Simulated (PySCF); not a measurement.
# HfF3: structure of the doublet

Where does doublet HfF3 go from a trigonal pyramidal start, is the end point a minimum, and what are its modes, charges and moments?

The runs use PySCF 2.14.0; PBE0, basis Hf def2-SVP with ECP60, F def2-SVP, scalar-relativistic core potentials, no spin–orbit coupling, density fitting.

## (1) Starting geometry

4 atoms, charge 0, spin multiplicity 2.

Bond lengths: Hf1–F2 2.160 Å, Hf1–F3 2.160 Å, Hf1–F4 2.160 Å. Angles: F2–Hf1–F3 99.8°, F2–Hf1–F4 99.8°, F3–Hf1–F4 99.8°.

```xyz
4
charge 0 multiplicity 2
Hf    0.0000    0.0000    0.0000
F     1.9072    0.0000    1.0141
F    -0.9536    1.6517    1.0141
F    -0.9536   -1.6517    1.0141
```

## (2) The SCF at the typed geometry

The steps below are one call of a driver around PySCF. For each, scf.py gives the equivalent set-up of the SCF; relaxations use the driver's own optimiser. After this first run the driver tries any further starts and a stability analysis.

File scf.py:

```python
from pyscf import gto, scf, dft
mol = gto.M(atom='''
Hf     0.000000     0.000000     0.000000
F      1.907200     0.000000     1.014100
F     -0.953600     1.651700     1.014100
F     -0.953600    -1.651700     1.014100''',
    basis={'Hf': 'def2-SVP', 'F': 'def2-SVP'},
    ecp={'Hf': 'def2-SVP'},
    charge=0, spin=1)
mf = dft.UKS(mol, xc='PBE0')
mf.grids.atom_grid = (50, 194)
aux = {'Hf': 'def2-universal-JKFIT', 'F': 'def2-universal-JKFIT'}
mf = mf.density_fit(auxbasis=aux)
mf.conv_tol = 1e-08
mf.diis_space = 10
mf.max_cycle = 60
mf.init_guess = 'minao'
mf.verbose = 4
mf.kernel()
```

Launch:

```console
OMP_NUM_THREADS=2 python axn.py task.json out
```

What it wrote:

```text
init E= -334.149634289154
[... the frontier-level lines of each cycle are left out ...]
cycle= 1 E= -346.915887310612  delta_E= -12.8  |g|= 0.719  |ddm|= 5.24
cycle= 2 E= -345.181061134443  delta_E= 1.73  |g|= 2.31  |ddm|= 1.91
cycle= 3 E= -347.102923003613  delta_E= -1.92  |g|= 0.148  |ddm|= 1.54
cycle= 4 E= -347.113734842593  delta_E= -0.0108  |g|= 0.0683  |ddm|= 0.318
cycle= 5 E= -347.11598604391  delta_E= -0.00225  |g|= 0.00881  |ddm|= 0.0738
cycle= 6 E= -347.116028833471  delta_E= -4.28e-05  |g|= 0.00185  |ddm|= 0.0108
cycle= 7 E= -347.116032528714  delta_E= -3.7e-06  |g|= 0.000961  |ddm|= 0.0063
cycle= 8 E= -347.116033294858  delta_E= -7.66e-07  |g|= 0.000704  |ddm|= 0.00286
cycle= 9 E= -347.116033610333  delta_E= -3.15e-07  |g|= 0.000136  |ddm|= 0.00151
cycle= 10 E= -347.116033656026  delta_E= -4.57e-08  |g|= 3.19e-05  |ddm|= 0.001
cycle= 11 E= -347.116033659408  delta_E= -3.38e-09  |g|= 5.86e-06  |ddm|= 0.00033
Extra cycle  E= -347.116033659456  delta_E= -4.74e-11  |g|= 7.16e-06  |ddm|= 2.34e-05
converged SCF energy = -347.116033659456  <S^2> = 0.75144227  2S+1 = 2.0014417
```

This step, with its further starts and checks, took 10 s on 2 threads of Intel Xeon at 2.60GHz (Ice Lake), shared host.

Energies from each starting density:

| start | energy (Eh) |
| --- | --- |
| the minimal-basis guess | -347.116034 |
| a thermally smeared density | -347.116034 |
| a smeared PBE density | -347.116034 |

No lower solution of this spin turned up from the other starts or in the test of internal stability.

## (3) Relaxation: trigonal pyramidal start, doublet

The program finds C3v symmetry in the start, which this walk keeps. Threshold on the gradient: 0.0003 Eh/bohr, with a further test on the energy change.

scf.py, as its differences from that of step 2:

```diff
@@ -3,4 +3,4 @@
-Hf     0.000000     0.000000     0.000000
-F      1.907200     0.000000     1.014100
-F     -0.953600     1.651700     1.014100
-F     -0.953600    -1.651700     1.014100''',
+Hf     0.000000    -0.000000    -0.243937
+F      1.907209    -0.000000     0.770163
+F     -0.953605     1.651692     0.770163
+F     -0.953605    -1.651692     0.770163''',
@@ -17 +16,0 @@
-mf.init_guess = 'minao'
```

Energy and gradient, step by step:

| step | energy (Eh) | change (kJ/mol) | largest symmetric gradient (Eh/bohr) |
| --- | --- | --- | --- |
| 0 | -347.116034 | 0.00 | 0.16413 |
| 1 | -347.199267 | -218.53 | 0.07830 |
| 2 | -347.211941 | -251.80 | 0.04108 |
| 3 | -347.223444 | -282.01 | 0.02056 |
| 4 | -347.226273 | -289.43 | 0.01543 |
| 5 | -347.227871 | -293.63 | 0.00785 |
| 6 | -347.228598 | -295.54 | 0.00290 |
| 7 | -347.228866 | -296.24 | 0.00217 |
| 8 | -347.228967 | -296.51 | 0.00144 |
| 9 | -347.228991 | -296.57 | 0.00015 |
| 10 | -347.228993 | -296.57 | 0.00010 |

The walk took 25 s.

Geometry (Å) and forces (eV/Å) at some steps:

```
step 0
Hf   0.000   0.000  -0.244   0.013   0.000   8.440
F    1.907   0.000   0.770  -3.611   0.000  -2.820
F   -0.954   1.652   0.770   1.799  -3.111  -2.810
F   -0.954  -1.652   0.770   1.799   3.111  -2.810
step 1
Hf   0.000   0.000  -0.032  -0.087   0.000   4.026
F    1.854   0.000   0.700  -2.008   0.000  -1.369
F   -0.927   1.606   0.700   1.047  -1.761  -1.329
F   -0.927  -1.606   0.700   1.047   1.761  -1.329
step 5
Hf   0.000   0.000   0.350   0.011   0.000   0.401
F    1.909   0.000   0.572  -0.417   0.000  -0.146
F   -0.954   1.653   0.572   0.203  -0.341  -0.128
F   -0.954  -1.653   0.572   0.203   0.341  -0.128
step 10
Hf   0.000   0.000   0.517  -0.067   0.000   0.000
F    1.908   0.000   0.517  -0.001   0.000   0.000
F   -0.954   1.652   0.517   0.034   0.011   0.000
F   -0.954  -1.652   0.517   0.034  -0.011   0.000
```

After 10 steps and 296.6 kJ/mol it ends at D3h: Hf–F 1.908 Å (×3); F–Hf–F 120.0° (×3).

## (4) Frequencies

The point is checked on the finer grid, and tightened if its gradient asks for it. The Hessian and the dipole derivatives come from central differences of analytic gradients, with steps of 0.02 bohr.

scf.py, as its differences from that of step 3:

```diff
@@ -3,4 +3,4 @@
-Hf     0.000000    -0.000000    -0.243937
-F      1.907209    -0.000000     0.770163
-F     -0.953605     1.651692     0.770163
-F     -0.953605    -1.651692     0.770163''',
+Hf     0.000000     0.000000     0.000000
+F      1.908487     0.000000     0.000000
+F     -0.954244     1.652799    -0.000000
+F     -0.954244    -1.652799    -0.000000''',
@@ -11 +11 @@
-mf.grids.atom_grid = (50, 194)
+mf.grids.atom_grid = (75, 302)
@@ -14 +14 @@
-mf.conv_tol = 1e-08
+mf.conv_tol = 1e-10
```

The driver hands on the density of the step before, so the log starts near convergence.

Log of the central SCF (cycles and frontier levels):

```text
init E= -347.22920011756
[... the frontier-level lines of each cycle are left out ...]
cycle= 1 E= -347.229200117561  delta_E= -1.14e-12  |g|= 1.31e-06  |ddm|= 1.99e-06
Extra cycle  E= -347.229200117559  delta_E= 1.48e-12  |g|= 2.38e-06  |ddm|= 2.63e-06
converged SCF energy = -347.229200117559  <S^2> = 0.75142865  2S+1 = 2.0014281
```

The whole step took 28 s.

Geometry: D3h; Hf–F 1.908 Å (×3); F–Hf–F 120.0° (×3).

Modes, for the most abundant isotopes:

| symmetry | ω (cm⁻¹) | IR (km/mol) | μ (u) | type |
| --- | --- | --- | --- | --- |
| a2'' | 85 | 12.0 | 24.21 | bend |
| e' | 150 | 21.4 | 20.71 | bend |
| a1' | 669 | 0.0 | 19.00 | stretch |
| e' | 673 | 278 | 21.90 | stretch |

No imaginary mode, so this is a minimum.

Properties at this point:

```
Dipole moment                                                   : 0.00 D
Highest occupied level                                          : -6.13 eV
Lowest empty level                                              : -2.63 eV
Rotational constants                                            : 0.1624, 0.1624, 0.0812 cm⁻¹
Zero-point energy                                               : 14.4 kJ/mol
Principal polarisabilities                                      : 31.3, 31.3, 50.6 bohr³
Atomisation energy without zero-point energy                    : 1955 kJ/mol
Principal traceless quadrupole moments about the centre of mass : -3.90, -3.90, 7.80 D Å
Entropy at 298.15 K and 1 bar (electronic part: spin only)      : 319.6 J/(mol K)
Heat capacity Cp at 298.15 K                                    : 68.5 J/(mol K)
Enthalpy at 298.15 K above 0 K                                  : 16.28 kJ/mol
Rotational symmetry number                                      : 6
Spin squared ⟨S²⟩                                               : 0.751
```

Populations by atom (charges in e):

| atom | Mulliken | Löwdin | polar tensor | spin (Mulliken) | Mayer order to Hf1 |
| --- | --- | --- | --- | --- | --- |
| Hf1 | 1.08 | 0.45 | 1.83 | 1.05 | – |
| F2,3,4 | -0.36 | -0.15 | -0.61 | -0.02 | 1.10 |

Mulliken populations on Hf1 (outside its core potential): s 2.64, p 6.23, d 1.88, f 0.17.

## (5) What came out

| quantity | value |
| --- | --- |
| minimum | doublet, D3h |
| geometry | Hf–F 1.908 Å (×3); F–Hf–F 120.0° (×3) |
| wavenumbers (cm⁻¹) | 85 (a2''), 150 (e'), 669 (a1'), 673 (e') |
| dipole moment | 0.00 D |
| highest occupied, lowest empty level (either spin) | -6.13, -2.63 eV |
| polar-tensor charge of Hf1 | +1.83 e |
| zero-point energy | 14.4 kJ/mol |
| entropy at 298.15 K | 319.6 J/(mol K) |
| atomisation energy (no zero-point energy) | 1955 kJ/mol |
| ⟨S²⟩ | 0.751 |

The trigonal pyramidal start (C3v) ends in a minimum of D3h symmetry. In the infrared the band at 673 cm⁻¹ (e', stretch) leads. Hf1 has a polar-tensor charge of +1.8 e (a dipole derivative, not a static charge), yet symmetry cancels the bond dipoles. Most of the spin sits on Hf1 (Mulliken spin 1.05, against 1 for the whole molecule). Only this shape and spin were tried, so other structures or states may lie lower. One determinant may miss the lowest occupation of an open d or f shell. Spin–orbit coupling, left out here, can matter for elements this heavy.

The search up to here took 63 s.
